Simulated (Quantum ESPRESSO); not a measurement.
## SiC4: zone-centre phonons under several settings

```xyz
5
Lattice="-2.1882 2.1882 2.1882 2.1882 -2.1882 2.1882 2.1882 2.1882 -2.1882" Properties=species:S:1:pos:R:3 pbc="T T T"
Si    0.0000    0.0000    0.0000
C     1.0941    1.0941   -1.0941
C     1.0941   -1.0941    1.0941
C    -1.0941    1.0941    1.0941
C     1.0941    1.0941    1.0941
```

The cell was built by a generator and needn't be a form met in nature.

All runs used Quantum ESPRESSO 7.5; potentials GBRV 1.5 PBE; k mesh 6 × 6 × 6; relaxed cell; no spin polarisation; cutoff 612 eV; occupations cold, width 0.2 eV.

```csv
level,volume (Å³/atom),lowest optical mode without the field (cm⁻¹),highest optical mode without the field (cm⁻¹)
PBE,8.43,563i,855
PBE+D2,?,?,?
PBE+D3(BJ),8.42,540i,862
rPW86PBE+rVV10,8.79,567i,771
rev-vdW-DF2,8.45,558i,853
```

Question: What stands in the row left open?

Answer: Volume 8.11 Å³/atom; lowest optical mode without the field 575i cm⁻¹; highest optical mode without the field 930 cm⁻¹.

Values marked i are imaginary: the cell is unstable against those modes at that level, or the meshes are too thin.

Caveats: the mesh is thin for the phonons of a metal; some modes are imaginary; pairwise dispersion overbinds metals, which lowers pressure and volume (some runs); the potentials were made for another functional, which shifts forces and pressure (some runs).

For the row left open. Caveat: the k mesh is coarse; the mesh is thin for the phonons of a metal; some modes are imaginary; pairwise dispersion overbinds metals, which lowers pressure and volume.
